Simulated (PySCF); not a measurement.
# C3H9NSi: NMR shifts at several levels of theory, part 2 of 2

PySCF 2.14.0. Atoms count from 0. Earlier steps stand in the parts before.

## Step 8: NMR shieldings: KT2/pcSseg-1

Job settings and geometry (Å):

```
{"job": {"kind": "nmr", "xc": "KT2", "basis": "pcSseg-1", "pop": false}, "charge": 0, "multiplicity": 1}
C     -0.850366    -1.129719     0.676242
C     -0.413439     0.290520     0.412387
C     -1.474861     1.331420     0.652185
N      0.736625     0.650689     0.014701
Si     2.199260    -0.201717    -0.371421
H     -1.307754    -1.214822     1.674745
H     -1.628196    -1.418631    -0.050006
H     -0.019069    -1.842127     0.600020
H     -2.390004     1.096392     0.084741
H     -1.758549     1.347017     1.717752
H     -1.101786     2.320842     0.361671
H      2.501723     0.054550    -1.810762
H      2.198867    -1.691846    -0.160117
H      3.293063     0.375082     0.464385
```

With the program's defaults for keys left out, this is: GIAO KT2/pcSseg-1 NMR shielding, non-relativistic, gas phase.

What it wrote:

```text
coarse grid: 11528 points
cycle   1  E = -469.3372497536  dE =  2.090e-01  |g| = 5.768e-01  |ddm| = 3.238e+00
cycle   2  E = -469.0665038578  dE =  2.707e-01  |g| = 1.166e+00  |ddm| = 2.254e+00
cycle   3  E = -469.4042740214  dE = -3.378e-01  |g| = 2.735e-01  |ddm| = 1.862e+00
cycle   4  E = -469.4224730299  dE = -1.820e-02  |g| = 4.258e-02  |ddm| = 2.652e-01
cycle   5  E = -469.4228645016  dE = -3.915e-04  |g| = 2.325e-02  |ddm| = 8.172e-02
cycle   6  E = -469.4230171713  dE = -1.527e-04  |g| = 5.492e-03  |ddm| = 3.105e-02
cycle   7  E = -469.4230246469  dE = -7.476e-06  |g| = 5.745e-04  |ddm| = 5.783e-03
final grid: 104896 points
cycle   8  E = -469.4348661715  dE = -1.603e-04  |g| = 1.601e-02  |ddm| = 4.238e-02
cycle   9  E = -469.4347789561  dE =  8.722e-05  |g| = 2.281e-02  |ddm| = 4.076e-02
cycle  10  E = -469.4349145889  dE = -1.356e-04  |g| = 3.331e-03  |ddm| = 3.124e-02
cycle  11  E = -469.4349168563  dE = -2.267e-06  |g| = 1.419e-03  |ddm| = 5.301e-03
cycle  12  E = -469.4349173283  dE = -4.720e-07  |g| = 3.926e-04  |ddm| = 1.580e-03
cycle  13  E = -469.4349173631  dE = -3.483e-08  |g| = 5.265e-05  |ddm| = 3.025e-04
cycle  14  E = -469.4349173637  dE = -6.023e-10  |g| = 1.016e-05  |ddm| = 5.231e-05
converged SCF energy = -469.4349173637

GIAO shielding tensors (ppm)
atom      isotropic    diamagn.    paramagn.     s11        s22        s33       span
  0 C      158.912     253.272     -94.360    139.000    151.764    185.972     46.972
  1 C        7.806     254.499    -246.693    -75.622    -23.548    122.588    198.211
  2 C      150.193     251.396    -101.204    127.316    136.341    186.920     59.604
  3 N      -68.571     329.372    -397.943   -362.444    -81.453    238.185    600.629
  4 Si     433.740     883.362    -449.622    404.127    408.708    488.384     84.257
  5 H       29.318      29.805      -0.487     26.110     28.675     33.170      7.059
  6 H       29.406      30.563      -1.157     26.489     28.158     33.572      7.083
  7 H       28.912      32.205      -3.292     24.174     29.328     33.235      9.061
  8 H       29.067      29.551      -0.484     26.212     28.551     32.437      6.225
  9 H       29.040      28.737       0.304     26.348     28.185     32.588      6.240
 10 H       29.350      29.692      -0.342     26.320     27.991     33.739      7.419
 11 H       26.295      29.345      -3.050     23.706     24.832     30.346      6.640
 12 H       25.943      29.729      -3.786     22.688     25.363     29.779      7.091
 13 H       26.291      28.896      -2.605     23.650     24.845     30.378      6.728
```

Wall time 17 s (1 thread of Arm Neoverse V1, shared host); peak memory 0.73 GiB.

This run: δ C1 175.4, C2 33.0, C0 24.3, N3 332.9, H11 5.00, H8 2.03 ppm (means over like atoms).

## Step 9: NMR shieldings: KT3/pcSseg-1

Settings changed since step 8:

```diff
@@ -1,2 +1,2 @@
-{"job": {"kind": "nmr", "xc": "KT2", "basis": "pcSseg-1", "pop": false}, "charge": 0, "multiplicity": 1}
+{"job": {"kind": "nmr", "xc": "KT3", "basis": "pcSseg-1", "pop": false}, "charge": 0, "multiplicity": 1}
 C     -0.850366    -1.129719     0.676242
```

Level: GIAO KT3/pcSseg-1 NMR shielding, non-relativistic, gas phase.

What it wrote:

```text
coarse grid: 11528 points
cycle   1  E = -468.9010128820  dE =  1.901e-01  |g| = 5.989e-01  |ddm| = 3.252e+00
cycle   2  E = -468.6085744799  dE =  2.924e-01  |g| = 1.208e+00  |ddm| = 2.376e+00
cycle   3  E = -468.9729931695  dE = -3.644e-01  |g| = 2.839e-01  |ddm| = 1.971e+00
cycle   4  E = -468.9926666423  dE = -1.967e-02  |g| = 4.630e-02  |ddm| = 2.695e-01
cycle   5  E = -468.9931334435  dE = -4.668e-04  |g| = 2.508e-02  |ddm| = 8.558e-02
cycle   6  E = -468.9933089513  dE = -1.755e-04  |g| = 5.886e-03  |ddm| = 3.275e-02
cycle   7  E = -468.9933175724  dE = -8.621e-06  |g| = 5.551e-04  |ddm| = 6.103e-03
final grid: 104896 points
cycle   8  E = -469.0008499027  dE = -1.679e-04  |g| = 1.114e-02  |ddm| = 4.248e-02
cycle   9  E = -469.0008302271  dE =  1.968e-05  |g| = 1.225e-02  |ddm| = 2.056e-02
cycle  10  E = -469.0008543773  dE = -2.415e-05  |g| = 6.039e-03  |ddm| = 2.011e-02
cycle  11  E = -469.0008621156  dE = -7.738e-06  |g| = 1.790e-03  |ddm| = 7.104e-03
cycle  12  E = -469.0008629747  dE = -8.591e-07  |g| = 1.562e-04  |ddm| = 1.665e-03
cycle  13  E = -469.0008629807  dE = -5.944e-09  |g| = 4.499e-05  |ddm| = 2.501e-04
cycle  14  E = -469.0008629813  dE = -6.248e-10  |g| = 1.081e-05  |ddm| = 7.047e-05
converged SCF energy = -469.0008629813

GIAO shielding tensors (ppm)
atom      isotropic    diamagn.    paramagn.     s11        s22        s33       span
  0 C      158.497     252.272     -93.775    139.848    151.292    184.350     44.502
  1 C        8.617     254.062    -245.445    -76.051    -20.895    122.799    198.849
  2 C      150.001     250.395    -100.393    128.061    136.988    184.955     56.894
  3 N      -67.536     329.407    -396.943   -359.319    -82.065    238.776    598.094
  4 Si     437.983     882.712    -444.729    410.222    415.110    488.618     78.396
  5 H       29.470      29.876      -0.407     26.299     28.851     33.259      6.959
  6 H       29.556      30.675      -1.119     26.668     28.341     33.658      6.989
  7 H       29.059      32.302      -3.243     24.400     29.506     33.272      8.872
  8 H       29.202      29.631      -0.429     26.386     28.719     32.503      6.117
  9 H       29.183      28.795       0.388     26.523     28.360     32.666      6.143
 10 H       29.486      29.805      -0.319     26.491     28.218     33.748      7.258
 11 H       26.617      29.634      -3.017     24.091     25.153     30.606      6.515
 12 H       26.269      30.015      -3.746     23.007     25.756     30.043      7.036
 13 H       26.610      29.155      -2.545     24.025     25.170     30.634      6.609
```

Run time: 16 s. Hardware: 1 thread of Arm Neoverse V1, shared host; peak memory 0.73 GiB.

In short: δ C1 173.7, C2 32.3, C0 23.8, N3 329.5, H11 4.82, H8 2.03 ppm (means over like atoms).

## Step 10: NMR shieldings: B97-D/pcSseg-1

Settings changed since step 9:

```diff
@@ -1,2 +1,2 @@
-{"job": {"kind": "nmr", "xc": "KT3", "basis": "pcSseg-1", "pop": false}, "charge": 0, "multiplicity": 1}
+{"job": {"kind": "nmr", "xc": "B97-D", "basis": "pcSseg-1", "pop": false}, "charge": 0, "multiplicity": 1}
 C     -0.850366    -1.129719     0.676242
```

With the program's defaults for keys left out, this is: GIAO B97-D/pcSseg-1 NMR shielding, non-relativistic, gas phase.

What it wrote:

```text
coarse grid: 11528 points
cycle   1  E = -463.6994435670  dE =  1.692e-01  |g| = 6.070e-01  |ddm| = 3.273e+00
cycle   2  E = -463.3989938788  dE =  3.004e-01  |g| = 1.239e+00  |ddm| = 2.268e+00
cycle   3  E = -463.7704791655  dE = -3.715e-01  |g| = 2.933e-01  |ddm| = 1.883e+00
cycle   4  E = -463.7911176241  dE = -2.064e-02  |g| = 4.505e-02  |ddm| = 2.685e-01
cycle   5  E = -463.7915715079  dE = -4.539e-04  |g| = 2.448e-02  |ddm| = 8.580e-02
cycle   6  E = -463.7917403435  dE = -1.688e-04  |g| = 6.143e-03  |ddm| = 3.211e-02
cycle   7  E = -463.7917496867  dE = -9.343e-06  |g| = 4.812e-04  |ddm| = 6.208e-03
final grid: 104896 points
cycle   8  E = -463.8122288059  dE = -6.983e-05  |g| = 1.007e-02  |ddm| = 3.380e-02
cycle   9  E = -463.8121848734  dE =  4.393e-05  |g| = 1.610e-02  |ddm| = 2.834e-02
cycle  10  E = -463.8122474503  dE = -6.258e-05  |g| = 3.711e-03  |ddm| = 2.169e-02
cycle  11  E = -463.8122499903  dE = -2.540e-06  |g| = 1.564e-03  |ddm| = 4.265e-03
cycle  12  E = -463.8122505985  dE = -6.082e-07  |g| = 2.233e-04  |ddm| = 1.389e-03
cycle  13  E = -463.8122506108  dE = -1.226e-08  |g| = 3.256e-05  |ddm| = 2.017e-04
cycle  14  E = -463.8122506110  dE = -2.127e-10  |g| = 1.063e-05  |ddm| = 3.918e-05
converged SCF energy = -463.8122506110

GIAO shielding tensors (ppm)
atom      isotropic    diamagn.    paramagn.     s11        s22        s33       span
  0 C      154.626     251.936     -97.309    134.956    147.859    181.065     46.109
  1 C       -2.197     253.937    -256.133    -89.454    -37.273    120.137    209.591
  2 C      145.365     249.961    -104.596    122.556    131.816    181.724     59.168
  3 N      -82.842     329.398    -412.240   -390.029    -97.423    238.926    628.955
  4 Si     420.883     881.219    -460.336    392.457    398.096    472.097     79.640
  5 H       29.509      29.903      -0.395     26.402     28.989     33.135      6.733
  6 H       29.600      30.680      -1.079     26.768     28.467     33.567      6.799
  7 H       29.089      32.244      -3.155     24.460     29.612     33.195      8.735
  8 H       29.254      29.636      -0.382     26.522     28.852     32.387      5.865
  9 H       29.234      28.825       0.409     26.656     28.493     32.552      5.896
 10 H       29.508      29.725      -0.217     26.515     28.366     33.644      7.129
 11 H       26.660      29.645      -2.985     24.155     25.219     30.606      6.451
 12 H       26.317      30.045      -3.728     23.045     25.858     30.048      7.002
 13 H       26.649      29.181      -2.532     24.075     25.240     30.632      6.557
```

It took 16 s on 1 thread of Arm Neoverse V1, shared host; peak memory 0.73 GiB.

Key values: δ C1 181.4, C2 33.8, C0 24.5, N3 343.7, H11 4.87, H8 2.08 ppm (means over like atoms).

## Step 11: NMR shieldings: B3LYP/pcSseg-1

Settings changed since step 10:

```diff
@@ -1,2 +1,2 @@
-{"job": {"kind": "nmr", "xc": "B97-D", "basis": "pcSseg-1", "pop": false}, "charge": 0, "multiplicity": 1}
+{"job": {"kind": "nmr", "xc": "B3LYP", "basis": "pcSseg-1", "pop": false}, "charge": 0, "multiplicity": 1}
 C     -0.850366    -1.129719     0.676242
```

Level: GIAO B3LYP/pcSseg-1 NMR shielding, non-relativistic, gas phase.

What it wrote:

```text
coarse grid: 11528 points
cycle   1  E = -463.8728127555  dE =  2.313e-01  |g| = 5.470e-01  |ddm| = 3.223e+00
cycle   2  E = -463.7439083789  dE =  1.289e-01  |g| = 9.280e-01  |ddm| = 1.588e+00
cycle   3  E = -463.9371538803  dE = -1.932e-01  |g| = 1.688e-01  |ddm| = 1.165e+00
cycle   4  E = -463.9436410513  dE = -6.487e-03  |g| = 3.047e-02  |ddm| = 1.466e-01
cycle   5  E = -463.9438685282  dE = -2.275e-04  |g| = 8.584e-03  |ddm| = 3.706e-02
cycle   6  E = -463.9438869934  dE = -1.847e-05  |g| = 2.820e-03  |ddm| = 1.148e-02
cycle   7  E = -463.9438888113  dE = -1.818e-06  |g| = 2.911e-04  |ddm| = 2.478e-03
final grid: 104896 points
cycle   8  E = -463.9785068484  dE = -2.078e-05  |g| = 4.966e-03  |ddm| = 1.966e-02
cycle   9  E = -463.9785037000  dE =  3.148e-06  |g| = 6.121e-03  |ddm| = 1.054e-02
cycle  10  E = -463.9785129058  dE = -9.206e-06  |g| = 8.783e-04  |ddm| = 6.381e-03
cycle  11  E = -463.9785130550  dE = -1.492e-07  |g| = 2.553e-04  |ddm| = 9.265e-04
cycle  12  E = -463.9785130687  dE = -1.370e-08  |g| = 7.764e-05  |ddm| = 2.823e-04
cycle  13  E = -463.9785130701  dE = -1.423e-09  |g| = 1.871e-05  |ddm| = 7.538e-05
cycle  14  E = -463.9785130702  dE = -7.776e-11  |g| = 3.305e-06  |ddm| = 1.789e-05
converged SCF energy = -463.9785130702

GIAO shielding tensors (ppm)
atom      isotropic    diamagn.    paramagn.     s11        s22        s33       span
  0 C      154.448     251.322     -96.875    134.100    147.360    181.883     47.783
  1 C       -9.770     253.050    -262.820   -105.822    -45.198    121.708    227.530
  2 C      144.937     249.316    -104.380    120.914    131.144    182.751     61.837
  3 N     -102.396     330.027    -432.423   -431.634   -117.760    242.205    673.839
  4 Si     412.519     880.030    -467.511    382.518    389.270    465.769     83.251
  5 H       29.540      29.833      -0.293     26.375     28.961     33.284      6.909
  6 H       29.629      30.552      -0.923     26.741     28.428     33.718      6.977
  7 H       29.099      32.086      -2.987     24.346     29.581     33.372      9.026
  8 H       29.279      29.522      -0.243     26.503     28.846     32.489      5.985
  9 H       29.254      28.750       0.504     26.638     28.466     32.658      6.020
 10 H       29.431      29.560      -0.129     26.235     28.302     33.757      7.523
 11 H       26.642      29.468      -2.825     24.115     25.140     30.672      6.557
 12 H       26.382      29.904      -3.523     23.109     26.016     30.019      6.910
 13 H       26.627      29.029      -2.402     24.034     25.157     30.690      6.656
```

Wall time 12 s (1 thread of Arm Neoverse V1, shared host); peak memory 0.72 GiB.

Key values: δ C1 189.0, C2 34.3, C0 24.8, N3 365.9, H11 4.83, H8 2.06 ppm (means over like atoms).

## Step 12: Side by side: NMR shifts

Shifts (ppm) of some atoms, chosen among heavy atoms and hydrogens apart, means over like atoms, with basis size and wall time:

| run | C1 | C2 | C0 | H11 | H5 | N3 | Si4 | functions | time |
| --- | --- | --- | --- | --- | --- | --- | --- | --- | --- |
| HF/pcSseg-1 | 188.7 | 31.9 | 24.3 | 4.50 | 1.89 | 354.2 | -63.9 | 137 | 5.1 s |
| LDA/pcSseg-1 | 192.4 | 35.6 | 25.1 | 5.29 | 2.02 | 376.0 | -76.9 | 137 | 14 s |
| PBE/pcSseg-1 | 186.1 | 34.4 | 24.8 | 5.07 | 2.01 | 358.5 | -75.6 | 137 | 17 s |
| BLYP/pcSseg-1 | 187.1 | 34.6 | 24.2 | 4.94 | 1.99 | 363.2 | -79.7 | 137 | 17 s |
| BP86/pcSseg-1 | 186.2 | 34.7 | 25.3 | 5.05 | 2.02 | 356.0 | -74.6 | 137 | 17 s |
| OPBE/pcSseg-1 | 178.7 | 33.0 | 24.8 | 5.02 | 2.02 | 338.9 | -69.0 | 137 | 16 s |
| KT2/pcSseg-1 | 175.4 | 33.0 | 24.3 | 5.00 | 1.97 | 332.9 | -72.7 | 137 | 17 s |
| KT3/pcSseg-1 | 173.7 | 32.3 | 23.8 | 4.82 | 1.96 | 329.5 | -72.5 | 137 | 16 s |
| B97-D/pcSseg-1 | 181.4 | 33.8 | 24.5 | 4.87 | 2.01 | 343.7 | -73.7 | 137 | 16 s |
| B3LYP/pcSseg-1 | 189.0 | 34.3 | 24.8 | 4.83 | 1.96 | 365.9 | -74.7 | 137 | 12 s |

## Step 13: Results

What follows sums up all 2 parts.

| quantity | value |
| --- | --- |
| 13C shifts against TMS (HF/pcSseg-1) | 188.7, 31.9, 24.3 ppm |
| 1H shifts against TMS (HF/pcSseg-1, means over atoms taken as alike) | 4.50, 2.08, 1.89 ppm |
| 15N shifts against NH3 (HF/pcSseg-1) | 354.2 ppm |
| 29Si shifts against TMS (HF/pcSseg-1) | -63.9 ppm |
| range of the shift of N3 | 329.5 to 376.0 ppm |

**Reading.** Single values in the summary come from the first run of each kind that ended normally (HF/pcSseg-1), which need not be the best level. At HF/pcSseg-1: The widest tensor belongs to N3: span 679 ppm, with a paramagnetic part of -421 ppm. In ppm, N3 moves most: its shift spreads over 46.5 ppm, from 329.5 (KT3/pcSseg-1) to 376.0 (LDA/pcSseg-1).
